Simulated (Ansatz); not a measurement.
# CH5BF2O: the cost of one run

Method: RKS PBE/def2-SVP, in Ansatz 0.2.0.

### Step 1. The structure to begin with

Bond lengths: B1–O2 1.760 Å, O2–H3 1.010 Å, B1–F4 1.320 Å, B1–C5 1.600 Å, C5–H6 1.110 Å, C5–H7 1.110 Å, C5–H8 1.110 Å, B1–F9 1.620 Å, O2–H10 1.108 Å. Angles (14 of 15 angles, heavy atoms first): O2–B1–F4 120.0°, O2–B1–C5 120.0°, O2–B1–F9 71.6°, F4–B1–C5 120.0°, F4–B1–F9 96.8°, C5–B1–F9 101.3°, B1–O2–H3 109.5°, B1–O2–H10 74.8°, B1–C5–H6 109.5°, B1–C5–H7 109.5°, B1–C5–H8 109.5°, H3–O2–H10 113.4°, H6–C5–H7 109.4°, H6–C5–H8 109.4°.

As a file:

```xyz
10

B     0.0000    0.0000    0.0000
O     0.0000    0.0000    1.7600
H    -0.9095   -0.2814    2.0971
F     1.1431    0.0000   -0.6600
C    -1.3856    0.0000   -0.8000
H    -1.9458   -0.9305   -0.5708
H    -1.9898    0.8797   -0.4946
H    -1.1839    0.0508   -1.8903
F     0.0726    1.5356    0.5108
H     0.0505    1.0680    1.4702
```

### Step 2. Pulling towards end A

Springs on the bonds that form and break draw the guess towards this end; the thresholds are loose.

Input file input.yaml:

```yaml
crystal:
  periodic: [false, false, false]
  atoms:
    - { symbol: B, position_ang: [0.0, 0.0, 0.0] }
    - { symbol: O, position_ang: [0.0, 0.0, 1.76] }
    - { symbol: H, position_ang: [-0.9095, -0.2814, 2.0971] }
    - { symbol: F, position_ang: [1.1431, 0.0, -0.66] }
    - { symbol: C, position_ang: [-1.3856, 0.0, -0.8] }
    - { symbol: H, position_ang: [-1.9458, -0.9305, -0.5708] }
    - { symbol: H, position_ang: [-1.9898, 0.8797, -0.4946] }
    - { symbol: H, position_ang: [-1.1839, 0.0508, -1.8903] }
    - { symbol: F, position_ang: [0.0726, 1.5356, 0.5108] }
    - { symbol: H, position_ang: [0.0505, 1.068, 1.4702] }
basis:
  gaussian: { orbitals: def2-SVP }
hamiltonian:
  xc: pbe
relax:
  f_tol: 0.15
  max_steps: 25
  restrain:
    - { distance: [0, 8], at: 2.52, k: 30.0 }
    - { distance: [9, 1], at: 2.21, k: 30.0 }
    - { distance: [0, 1], at: 1.41, k: 30.0 }
    - { distance: [9, 8], at: 0.92, k: 30.0 }
```

Started as:

```
$ ansatz run input.yaml --threads 2 --pin off --max-ram 3072MiB --backend cpu --events-out ev --progress --plain --runs-dir out
```

**Question.** How long does this run take on 2 threads of Intel Xeon Platinum 8488C (Sapphire Rapids), shared host, and how much memory does it need?

About 12 s, with a peak of 0.17 GiB.
